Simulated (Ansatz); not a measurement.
**C2H7NSi (SMILES C=C[SiH2]N) at PBE-QIDH/cc-pVDZ**

What is the electronic atomisation energy of C2H7NSi at PBE-QIDH/cc-pVDZ? 

The results are computed with Ansatz 0.2.0.

62 further runs of the same task are left out: 62 set aside as unsound or not needed.

## 1. The structure to begin with

The species is C2H7NSi (11 atoms), meant as a singlet with charge 0. As SMILES, `C=C[SiH2]N`. The shape is that of a PBE0-D4/def2-TZVP optimisation. This is one conformer, not always the lowest.

Bond lengths: C1–C2 1.330 Å, C2–Si3 1.865 Å, Si3–N4 1.715 Å, C1–H5 1.087 Å, C1–H6 1.087 Å, C2–H7 1.091 Å, Si3–H8 1.488 Å, Si3–H9 1.488 Å, N4–H10 1.006 Å, N4–H11 1.006 Å. Some angles: C1–C2–Si3 123.1°, C2–Si3–N4 114.9°, C1–C2–H7 118.1°, Si3–C2–H7 118.8°, C2–C1–H5 122.6°, C2–C1–H6 121.2°, C2–Si3–H8 108.4°, C2–Si3–H9 108.4°, N4–Si3–H8 107.9°, N4–Si3–H9 108.0°.

## 2. The energy at PBE-QIDH/cc-pVDZ

File run.yaml:

```yaml
crystal:
  periodic: [false, false, false]
  atoms:
    - {symbol: C, position_ang: [-0.676100, 1.337000, -0.945000]}
    - {symbol: C, position_ang: [0.089300, 1.208600, 0.135100]}
    - {symbol: Si, position_ang: [0.596500, -0.444500, 0.832600]}
    - {symbol: "N", position_ang: [0.002900, -1.803700, -0.028600]}
    - {symbol: H, position_ang: [-0.967100, 2.304600, -1.344700]}
    - {symbol: H, position_ang: [-1.046800, 0.465600, -1.479100]}
    - {symbol: H, position_ang: [0.433000, 2.116700, 0.631600]}
    - {symbol: H, position_ang: [0.099500, -0.536600, 2.232600]}
    - {symbol: H, position_ang: [2.083200, -0.516700, 0.836000]}
    - {symbol: H, position_ang: [0.404900, -2.086000, -0.906300]}
    - {symbol: H, position_ang: [-0.953800, -2.102100, 0.056300]}
basis:
  gaussian:
    orbitals: cc-pVDZ
hamiltonian:
  xc: {name: PBE-QIDH}
correlation:
  frozen_orbitals: {C: 1, H: 0, "N": 1, Si: 5}
accuracy: high
output:
  orbitals: {seedname: orbitals}
```

Run with:

```sh
$ ansatz run run.yaml --threads 1 --pin off --max-ram 3480MiB --events-out events.jsonl --progress --plain --runs-dir runs
```

What it wrote:

```text
Warning: RAYON_NUM_THREADS=1 ignored (pool sized by the plan → 1); use --threads N
Functional definition: PBE-QIDH
  name "PBE-QIDH"
  parameter a = 3^(-1/3)
  parameter c = 1/3
  exchange = (1 - a)*pbe_x + a*exact_x
  correlation = (1 - c)*pbe_c + c*(mp2_os + mp2_ss)
2292 factors; integrals over basis functions are off by at most 3.8e-9 eV
mean field evaluation 1: about -11534.5267 eV, gradient 4.1e1 eV
mean field evaluation 2: about -11534.6262 eV, gradient 4.1e1 eV
mean field evaluation 4: about -11538.3074 eV, gradient 2.7e0 eV
mean field evaluation 8: about -11538.3308 eV, gradient 6.7e-2 eV
mean field evaluation 16: about -11538.3308 eV, gradient 6.2e-6 eV
mean field -11538.33077140 eV, -424.0258348876 hartree, gradient 8.6e-8 eV, S^2 0.000000; 0 other end points of the search recorded, 0 dependent functions left out
8 core orbitals not correlated: weight in the atoms' cores, before any rotation towards them, 1.000 or more for the frozen orbitals, at most 0.000 for the correlated occupied ones
reference -11538.33077250 eV, -424.0258349280 hartree; 12, 12 occupied and 75, 75 virtual orbitals, 2292 factors
second order -16.70614406 eV of doubles, -0.00000000 eV of singles
Total energy: -11543.89948719 eV, -424.2304814180 hartree
```

Wall time 12 s (1 thread of Arm Neoverse V2, shared host); peak memory 0.33 GiB.

## 3. The C atom at the same level

File job.yaml:

```yaml
crystal:
  periodic: [false, false, false]
  atoms:
    - symbol: C
      position_ang: [0.000000, 0.000000, 0.000000]
basis:
  gaussian:
    orbitals: cc-pVDZ
magnetization:
  spin_polarized: true
  initial_magnetization: 2
hamiltonian:
  xc: {name: PBE-QIDH}
correlation:
  frozen_orbitals: {C: 1}
accuracy: high
```

Run the same way, it converges to -37.78950 Eh (log not shown).

## 4. The H atom, same level

File molecule.yaml:

```yaml
crystal:
  periodic: [false, false, false]
  atoms:
    - {symbol: H, position_ang: [0.000000, 0.000000, 0.000000]}
basis:
  gaussian:
    orbitals: cc-pVDZ
magnetization:
  spin_polarized: true
  initial_magnetization: 1
hamiltonian:
  xc: {name: PBE-QIDH}
correlation:
  frozen_orbitals: {H: 0}
accuracy: high
```

Run the same way, it converges to -0.50124 Eh (log not shown).

## 5. The N atom, same level

File run.yaml:

```yaml
crystal:
  periodic: [false, false, false]
  atoms:
    - {symbol: "N", position_ang: [0.000000, 0.000000, 0.000000]}
basis:
  gaussian:
    orbitals: cc-pVDZ
accuracy: high
hamiltonian:
  xc: {name: PBE-QIDH}
correlation:
  frozen_orbitals: {"N": 1}
magnetization:
  spin_polarized: true
  initial_magnetization: 3
```

Run with:

```sh
$ ansatz run run.yaml --threads 1 --pin off --max-ram 3480MiB --events-out events.jsonl --progress --plain --runs-dir runs
```

What it wrote:

```text
Warning: RAYON_NUM_THREADS=1 ignored (pool sized by the plan → 1); use --threads N
Functional definition: PBE-QIDH
  name "PBE-QIDH"
  parameter a = 3^(-1/3)
  parameter c = 1/3
  exchange = (1 - a)*pbe_x + a*exact_x
  correlation = (1 - c)*pbe_c + c*(mp2_os + mp2_ss)
96 factors; integrals over basis functions are off by at most 1.2e-9 eV
mean field evaluation 1: about -1482.8316 eV, gradient 3.0e0 eV
mean field evaluation 2: about -1482.8316 eV, gradient 3.0e0 eV
mean field evaluation 4: about -1482.8764 eV, gradient 4.4e-2 eV
mean field evaluation 8: about -1482.8764 eV, gradient 6.0e-6 eV
mean field -1482.87640031 eV, -54.4947025818 hartree, gradient 6.5e-8 eV, S^2 3.752584; 0 other end points of the search recorded, 0 dependent functions left out
1 core orbitals not correlated: weight in the atoms' cores, before any rotation towards them, 1.000 or more for the frozen orbitals, at most 0.000 for the correlated occupied ones
reference -1482.87640072 eV, -54.4947025968 hartree; 4, 1 occupied and 9, 12 virtual orbitals, 96 factors
second order -2.13691126 eV of doubles, -0.00000000 eV of singles
Total energy: -1483.58870448 eV, -54.5208792770 hartree
```

It took 0.28 s on 1 thread of Arm Neoverse V2, shared host.

## 6. The Si atom

File molecule.yaml:

```yaml
crystal:
  periodic: [false, false, false]
  atoms:
    - {symbol: Si, position_ang: [0.000000, 0.000000, 0.000000]}
basis:
  gaussian:
    orbitals: cc-pVDZ
magnetization:
  spin_polarized: true
  initial_magnetization: 2
hamiltonian:
  xc: {name: PBE-QIDH}
correlation:
  frozen_orbitals: {Si: 5}
accuracy: high
```

Run with:

```sh
$ ansatz run molecule.yaml --threads 1 --pin off --max-ram 3480MiB --events-out events.jsonl --progress --plain --runs-dir runs
```

What it wrote, cut to the lines that bear on the results:

```text
Warning: RAYON_NUM_THREADS=1 ignored (pool sized by the plan → 1); use --threads N
Functional definition: PBE-QIDH
  name "PBE-QIDH"
[...]
144 factors; integrals over basis functions are off by at most 3.2e-9 eV
[...]
mean field -7867.81820065 eV, -289.1369858752 hartree, gradient 2.7e-8 eV, S^2 2.007466; 0 other end points of the search recorded, 0 dependent functions left out
5 core orbitals not correlated: weight in the atoms' cores, before any rotation towards them, 1.000 or more for the frozen orbitals, at most 0.000 for the correlated occupied ones
reference -7867.81820124 eV, -289.1369858969 hartree; 3, 1 occupied and 10, 12 virtual orbitals, 144 factors
second order -1.43785101 eV of doubles, -0.00000000 eV of singles
Total energy: -7868.29748491 eV, -289.1545992469 hartree
```

It took 0.58 s on 1 thread of Arm Neoverse V2, shared host.

## 7. Results

Level: PBE-QIDH/cc-pVDZ, 8 core orbitals frozen.

| quantity | value |
| --- | --- |
| molecule: total energy | -424.23048 Eh |
| molecule: HOMO energy (SCF part's orbitals) | -9.34 eV |
| molecule: LUMO energy (SCF part's orbitals) | 2.18 eV |
| molecule: HOMO–LUMO gap (SCF part's orbitals) | 11.52 eV |
| C atom: total energy | -37.78950 Eh |
| C atom: ⟨S²⟩ | 2.004 |
| H atom: total energy | -0.50124 Eh |
| H atom: ⟨S²⟩ | 0.750 |
| N atom: total energy | -54.52088 Eh |
| N atom: ⟨S²⟩ | 3.753 |
| Si atom: total energy | -289.15460 Eh |
| Si atom: ⟨S²⟩ | 2.007 |
| electronic atomisation energy | 39.928 eV |

What this shows: Taking the molecule apart into free atoms costs 39.93 eV (921 kcal/mol), before zero-point energy and without spin-orbit coupling.
